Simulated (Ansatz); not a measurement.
**GaO+ (triplet): wave-function methods side by side, cc-pVDZ**

One table from this session's results is given with a row withheld; the runs are named, their logs left out.

Method: cc-pVDZ, core rule «outside noble gas», up to 15 orbitals frozen; program: Ansatz 0.2.0, Gaussian basis.

The runs, in order: UHF; CCSD(T) on ROHF; CCSD(T) on UHF; BCCD(T) on ROHF; CISD; CCSDT(Q) on ROHF; CCSDT(Q) on UHF; CISDTQ; CCSDTQ on ROHF; CCSDTQ on UHF; Full CI.

6 further runs of the same task are left out: 3 for a known fault of the program, 3 set aside as unsound or not needed.

**The geometry**

The geometry is a PBE0/def2-TZVP stationary point (not a proven minimum) of the parent state, kept for this charge and spin. No spin-orbit coupling is included. The filled d shell of Ga may be among the frozen orbitals whatever the setting's name suggests; the logs give the count.

2 atoms, charge 1, spin multiplicity 3.

Atoms are counted from 1 here; the program's logs count them from 0.

Bond lengths: O1–Ga2 1.671 Å.

Geometry (Å):

```tsv
atom	x (Å)	y (Å)	z (Å)
O1	0.00000	0.00000	0.00000
Ga2	0.00000	0.00000	1.67100
```

The first run:

The input, in.yaml:

```yaml
crystal:
  periodic: [false, false, false]
  atoms:
    - {symbol: O, position_ang: [0.000000, 0.000000, 0.000000]}
    - {symbol: Ga, position_ang: [0.000000, 0.000000, 1.671000]}
basis:
  gaussian: {orbitals: cc-pVDZ}
total_charge: 1
magnetization: {spin_polarized: true, initial_magnetization: 2}
hamiltonian: {xc: hf}
output: {orbitals: {seedname: orbitals}}
```

Run with:

```sh
$ ansatz run in.yaml --threads 1 --pin off --events-out ev --progress --plain --max-ram 2816MiB --backend cpu
```

Among the steps run: UHF; CCSD(T) on ROHF; CCSD(T) on UHF; BCCD(T) on ROHF; CISD; CCSDT(Q) on ROHF; CCSDT(Q) on UHF; CISDTQ; CCSDTQ on ROHF; CCSDTQ on UHF; Full CI.

One table of the session follows, with a row left open; its other results are not shown here.

```
   method  from FCI (meV)
     ROHF         +5214.9
      UHF               ?
     RMP2          +570.7
     UMP2          +574.1
    RCCSD          +165.1
    UCCSD          +145.4
 RCCSD(T)           +28.6
 UCCSD(T)           +21.5
  BCCD(T)           +32.3
   RCCSDT            +9.4
   UCCSDT            -0.2
RCCSDT(Q)            -1.5
UCCSDT(Q)           -14.5
  RCCSDTQ            -2.9
  UCCSDTQ           -12.2
      FCI               0
```

Estimate the missing values for UHF.

**Answer.** from FCI (meV): +5007.0. In the column «from FCI (meV)» it lies between UMP2 (+574.1) and ROHF (+5214.9).

Some runs used a GPU and others CPU threads alone; cost is compared among the CPU runs only.

Among the levels timed on like hardware, those that no quicker one beats, quickest first: BCCD(T) (3.1 s, +32.3 meV); RCCSD(T) (3.3 s, +28.6 meV); UCCSD(T) (4.1 s, +21.5 meV); RCCSDT(Q) (7.5 s, -1.5 meV).

Caveats from the session: The yardstick is full CI for this spin, exact in this basis with these frozen cores. UCCSDT(Q), RCCSDTQ, UCCSDTQ fall below full CI: unrestricted runs freeze a spin-polarised core, another one than full CI's, and coupled cluster isn't variational. Levels on UHF freeze UHF's core orbitals, full CI those of ROHF, so the U rows can settle a little off it for that reason alone. Restricted and unrestricted rows rest on different reference determinants; where their highest levels disagree by more than a few hundredths of an eV, they describe different states and don't form one ladder.
